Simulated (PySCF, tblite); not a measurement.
# C₄H₄NOSi radical: geometry, infrared bands and EPR parameters

Wanted: the infrared bands and EPR parameters of C₄H₄NOSi radical (`N#C[Si]1C=COC1`), by calculation.

Programs: tblite 0.8.0 and PySCF 2.14.0, with density-fitted response routines of our own. Each step states its level of theory. These are calculated values for one molecule in the gas phase, unless marked as measured. Atoms count from 0, in the outputs and in this text.

### 1 The starting structure

11 atoms, charge 0, multiplicity 2; geometry from: force field or distance geometry start.

Bonds of the start (Å): N0–C1 1.17, C1–Si2 1.82, Si2–C3 1.88, C3–C4 1.33, C4–O5 1.33, O5–C6 1.40, C6–Si2 1.90, C3–H7 1.07, C4–H8 1.11, C6–H9 1.09, C6–H10 1.10.

### 2 Optimising the geometry with GFN2-xTB

What the job is given:

```
{"job": {"kind": "relax", "xc": "GFN2-xTB", "basis": "xTB"}, "charge": 0, "multiplicity": 2}
N      2.608200     1.486200     1.416800
C      1.875500     1.138100     0.573800
Si     0.756300     0.586000    -0.744800
C     -1.033000     0.974300    -0.304200
C     -1.480700    -0.124400     0.307000
O     -0.628400    -1.141200     0.420400
C      0.439700    -1.266900    -0.480400
H     -1.557600     1.893700    -0.485300
H     -2.524800    -0.155200     0.669000
H      0.196400    -1.766000    -1.421600
H      1.353900    -1.621900     0.023300
```

Run with:

```
$ OMP_NUM_THREADS=1 python probes_run.py task.json out
```

This one command runs all jobs of the session in turn.

**Question.** This job is followed by: GFN2-xTB harmonic vibrations, gas phase; UKS B3LYP, pcH-1 on C H N O Si, non-relativistic, mean-field spin-orbit, GIAO. What will the session give for the following? strongest single infrared mode (GFN2-xTB); zero-point energy (GFN2-xTB); g(iso) (B3LYP); ⟨S²⟩; largest a(iso) (averaged by class); potential on the surface of density 0.002 e/bohr³, 1st and 99th percentile.

As calculated:

```
                                                                  quantity                    value
                                 strongest single infrared mode (GFN2-xTB)    2249 cm⁻¹, 318 km/mol
                                              zero-point energy (GFN2-xTB)            44.7 kcal/mol
                                                            g(iso) (B3LYP)                  2.00297
                                                                      ⟨S²⟩       0.754 (exact 0.75)
                                        largest a(iso) (averaged by class)  29Si on Si2, -577.8 MHz
potential on the surface of density 0.002 e/bohr³, 1st and 99th percentile       -1.72 V and 1.44 V
```

**Reading.** Over 68 steps the energy fell by 0.702 eV; of the close pairs, Si2–C3 changed most, 1.883 to 1.853 Å. No mode is imaginary among the 27: a minimum at this level. The strongest single mode, at 2249 cm⁻¹, moves mainly C1 and N0. Unscaled tight-binding wavenumbers are off by several per cent, some by more. Its intensities can rank the bands wrongly. Si2 carries the largest spin population, 0.79 e. The isotropic g lies 0.7 ppt above the free-electron value. The conformer search found further structures of the same energy, which may be mirror or relabelled copies of this one.
